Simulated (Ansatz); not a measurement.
# AlCl3H3N: the cost of one run

Method: RKS B3LYP-D4/cc-pVDZ, in Ansatz 0.2.0.

**1. The starting structure**

Bond lengths: Al1–Cl2 2.580 Å, Al1–Cl3 2.230 Å, Al1–Cl4 2.230 Å, Al1–N5 2.220 Å, N5–H6 1.060 Å, N5–H7 1.060 Å. Angles: Cl2–Al1–Cl3 120.0°, Cl2–Al1–Cl4 120.0°, Cl2–Al1–N5 71.6°, Cl3–Al1–Cl4 120.0°, Cl3–Al1–N5 97.0°, Cl4–Al1–N5 101.2°, Al1–N5–H6 120.0°, Al1–N5–H7 120.0°, H6–N5–H7 120.0°.

Structure file:

```xyz
8

Al    0.0000    0.0000    0.0000
Cl    0.0000    0.0000    2.5800
Cl    1.9312    0.0000   -1.1150
Cl   -1.9312    0.0000   -1.1150
N     0.0928   -2.1047    0.7000
H    -0.4256   -2.8627    0.1705
H     0.6555   -2.3517    1.5637
H     0.0645   -1.4634    1.8747
```

**2. A restrained relaxation towards end A**

Springs on the bonds that form and break draw the guess towards this end; the thresholds are loose.

Contents of input.yaml:

```yaml
crystal:
  periodic: [false, false, false]
  atoms:
    - { symbol: Al, position_ang: [0.0, 0.0, 0.0] }
    - { symbol: Cl, position_ang: [0.0, 0.0, 2.58] }
    - { symbol: Cl, position_ang: [1.9312, 0.0, -1.115] }
    - { symbol: Cl, position_ang: [-1.9312, 0.0, -1.115] }
    - { symbol: "N", position_ang: [0.0928, -2.1047, 0.7] }
    - { symbol: H, position_ang: [-0.4256, -2.8627, 0.1705] }
    - { symbol: H, position_ang: [0.6555, -2.3517, 1.5637] }
    - { symbol: H, position_ang: [0.0645, -1.4634, 1.8747] }
basis:
  gaussian: { orbitals: cc-pVDZ }
hamiltonian:
  xc: b3lyp
  dispersion: d4
relax:
  f_tol: 0.15
  max_steps: 25
  restrain:
    - { distance: [0, 4], at: 3.12, k: 30.0 }
    - { distance: [7, 1], at: 2.57, k: 30.0 }
    - { distance: [0, 1], at: 2.23, k: 30.0 }
    - { distance: [7, 4], at: 1.06, k: 30.0 }
```

Command:

```bash
$ ansatz run input.yaml --threads 2 --pin off --max-ram 3072MiB --backend cpu --events-out ev --progress --plain --runs-dir out
```

What time and memory should one allow on 2 threads of Arm Neoverse V2, shared host?

About 30 s, with a peak of 0.26 GiB.
